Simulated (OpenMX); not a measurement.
The system is CoO.

```
CELL_PARAMETERS angstrom
0.00000 2.13150 2.13150
2.13150 0.00000 2.13150
2.13150 2.13150 0.00000
ATOMIC_POSITIONS crystal
Co 0.00000 0.00000 0.00000
O 0.50000 0.50000 0.50000
```

| Property | Result |
| --- | --- |
| Program | OpenMX 3.8.5 |
| Task | single point |
| Functional | PBE |
| Potentials or basis | OpenMX 2013 PBE set, Co6.0H-s3p2d2, O6.0-s2p2d1, grid cutoff 500 Ry |
| k mesh | 11 × 11 × 11 |
| Occupations | fermi-dirac, width 0.05 eV |
| Spin | collinear spin, ferromagnetic start |
| Starting moments | [2.0, 0.0] μB |

On this cell: pressure -0.2 GPa; largest force zero by symmetry; net moment 2.95 μB per cell; site moments Co +2.58; O +0.36 μB; band gap on the k mesh none (metal or under the smearing width).

The same run follows on a disturbed copy (atoms moved at random, drawn with an rms of 0.05 Å):

```
Co O
1.0
     0.00000    2.13150    2.13150
     2.13150    0.00000    2.13150
     2.13150    2.13150    0.00000
Co O
1 1
Cartesian
  0.0498 0.0164 0.0019
  2.1581 2.1154 2.1619
```

Question: What does the disturbed cell give?

Answer: The energy (extrapolated to zero smearing) moves by +1.5 meV/atom; pressure 0.2 GPa; largest force 0.089 eV/Å; net moment 2.95 μB per cell; site moments Co +2.59; O +0.37 μB; band gap on the k mesh none (metal or under the smearing width).

Forces in eV/Å, atoms in the order of the input:
```
Co  -0.019 -0.069  0.052
O    0.036  0.050 -0.041
```

The forces don't sum to zero, so they hold noise of the program's grid.

Caveats: the basis of atomic orbitals isn't converged, which shifts pressures, moduli and gaps; a cell with one magnetic atom can't hold antiferromagnetic order, which such compounds often take; semilocal functionals often make such compounds metallic where correlation or magnetic order opens a gap, which also shifts bond lengths.
